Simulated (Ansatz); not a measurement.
**BGeC+ (triplet): wave-function methods side by side, cc-pVDZ**

How much of the correlation energy of BGeC+ (triplet) does each wave-function method recover here?

The runs use Ansatz 0.2.0, Gaussian basis; cc-pVDZ, core rule «outside noble gas», up to 16 orbitals frozen.

To be run: UHF; CCSD(T) on ROHF; CCSD(T) on UHF; BCCD(T) on ROHF; CISD as a restricted active space (open shells left free, so some higher excitations enter); CCSDT(Q) on ROHF; CCSDT(Q) on UHF; CASSCF and MRCISD+Q, 10 electrons in 10 orbitals; CASSCF and NEVPT2, 10 electrons in 10 orbitals.

26 further runs of the same task are left out: 12 that didn't finish, 14 set aside as unsound or not needed. Runs told in other sessions of the task aren't counted.

## Step 1: The geometry

The geometry is a PBE0/def2-TZVP stationary point (not a proven minimum) of the parent state, kept for this charge and spin. No spin-orbit coupling is included. The filled d shell of Ge may be among the frozen orbitals whatever the setting's name suggests.

3 atoms, charge 1, spin multiplicity 3.

Atoms are counted from 1 here; the program's logs count them from 0.

Bond lengths: B1–C2 1.397 Å, C2–Ge3 1.899 Å. Angles: B1–C2–Ge3 180.0°.

As a file:

| atom | x (Å) | y (Å) | z (Å) |
| --- | --- | --- | --- |
| B1 | 0.0000 | 0.0000 | 1.5643 |
| C2 | 0.0000 | 0.0000 | 0.1671 |
| Ge3 | 0.0000 | 0.0000 | -1.7314 |

## Step 2: UHF

in.yaml

```yaml
crystal:
  periodic: [false, false, false]
  atoms:
    - {symbol: B, position_ang: [0.000000, 0.000000, 1.564300]}
    - {symbol: C, position_ang: [0.000000, 0.000000, 0.167100]}
    - {symbol: Ge, position_ang: [0.000000, 0.000000, -1.731400]}
basis:
  gaussian: {orbitals: cc-pVDZ}
total_charge: 1
magnetization: {spin_polarized: true, initial_magnetization: 2}
hamiltonian: {xc: hf}
output: {orbitals: {seedname: orbitals}}
```

The run is started by

```bash
ansatz run in.yaml --threads 1 --pin off --events-out ev --progress --plain --max-ram 2393MiB
```

After this run come: CCSD(T) on ROHF; CCSD(T) on UHF; BCCD(T) on ROHF; CISD as a restricted active space (open shells left free, so some higher excitations enter); CCSDT(Q) on ROHF; CCSDT(Q) on UHF; CASSCF and MRCISD+Q, 10 electrons in 10 orbitals; CASSCF and NEVPT2, 10 electrons in 10 orbitals.

Before running them: what should the planned runs give, taken together? Wanted: UCCSDT(Q) from the RHF energy; RMP2 from UCCSDT(Q); UMP2 from UCCSDT(Q); RCCSD from UCCSDT(Q); RCCSD(T) from UCCSDT(Q); UCCSD(T) from UCCSDT(Q); RCCSDT(Q) from UCCSDT(Q); T1 diagnostic.

The runs gave:

| quantity | value |
| --- | --- |
| UCCSDT(Q) from the ROHF energy | -6.5650 eV |
| RMP2 from UCCSDT(Q) | +27.85 kcal/mol |
| UMP2 from UCCSDT(Q) | +28.08 kcal/mol |
| RCCSD from UCCSDT(Q) | +9.07 kcal/mol |
| RCCSD(T) from UCCSDT(Q) | +1.93 kcal/mol |
| UCCSD(T) from UCCSDT(Q) | +1.99 kcal/mol |
| RCCSDT(Q) from UCCSDT(Q) | +0.09 kcal/mol |
| levels within 1 kcal/mol (43 meV) | RCCSDT, UCCSDT, RCCSDT(Q) |
| T1 diagnostic | 0.029 |

RCCSD(T) lands +1.93 kcal/mol from the yardstick (1.3 % of the correlation energy). These misses are within one basis, not against nature; the frozen cores of restricted and unrestricted runs differ, which can shift their rows.

With open shells the CI space here admits some higher excitations, so it is larger than plain CISD.
